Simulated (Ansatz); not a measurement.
**BClGaHS: small, medium and large basis sets**

Aim: see how fast density functionals converge with the basis set for BClGaHS.

Method: one geometry, several basis sets; program: Ansatz 0.2.0, Gaussian basis.

Levels to be run: PBE0-D4/def2-SVP; ωB97M-V/def2-SVP; PBE0-D4/def2-QZVPP; ωB97M-V/def2-QZVPP; the functionals' def2-TZVPP values are taken from earlier runs.

## 1. Structure used throughout

The geometry comes from an earlier relaxation with PBE0-D4 in a triple-zeta def2 set; it is a stationary point.

5 atoms, charge 0, spin multiplicity 1.

Atoms are counted from 1 here; the program's logs count them from 0.

Bond lengths: Cl1–B2 1.750 Å, B2–S3 1.757 Å, B2–H5 1.219 Å, S3–Ga4 2.363 Å. Angles: Cl1–B2–S3 125.4°, Cl1–B2–H5 113.9°, S3–B2–H5 120.7°, B2–S3–Ga4 79.5°.

## 2. PBE0-D4 in def2-SVP

Contents of in.yaml:

```yaml
crystal:
  periodic: [false, false, false]
  atoms:
    - {symbol: Cl, position_ang: [0.241988, -1.121843, 1.919057]}
    - {symbol: B, position_ang: [0.058222, -0.248530, 0.413980]}
    - {symbol: S, position_ang: [0.335991, -0.912244, -1.189405]}
    - {symbol: Ga, position_ang: [-0.293029, 1.298443, -1.740076]}
    - {symbol: H, position_ang: [-0.293172, 0.910471, 0.555043]}
basis:
  gaussian: {orbitals: def2-SVP}
hamiltonian: {xc: pbe0, dispersion: d4}
output: {orbitals: {seedname: orbitals}}
```

The runs that follow: ωB97M-V in def2-SVP; PBE0-D4 in def2-QZVPP; ωB97M-V in def2-QZVPP.

Q: Predict the results of all the runs planned. Wanted: PBE0-D4: double and triple zeta above quadruple; ωB97M-V: double and triple zeta above quadruple.

**Answer**, as computed:

| quantity | value |
| --- | --- |
| PBE0-D4: double and triple zeta above quadruple | 17.29, 1.89 eV |
| ωB97M-V: double and triple zeta above quadruple | 17.12, 1.81 eV |

In words: PBE0-D4 gains 15.40 eV from double to triple zeta, then 1.89 eV more. These are total energies; as a rule much of such shifts cancels in differences, which this series doesn't test.
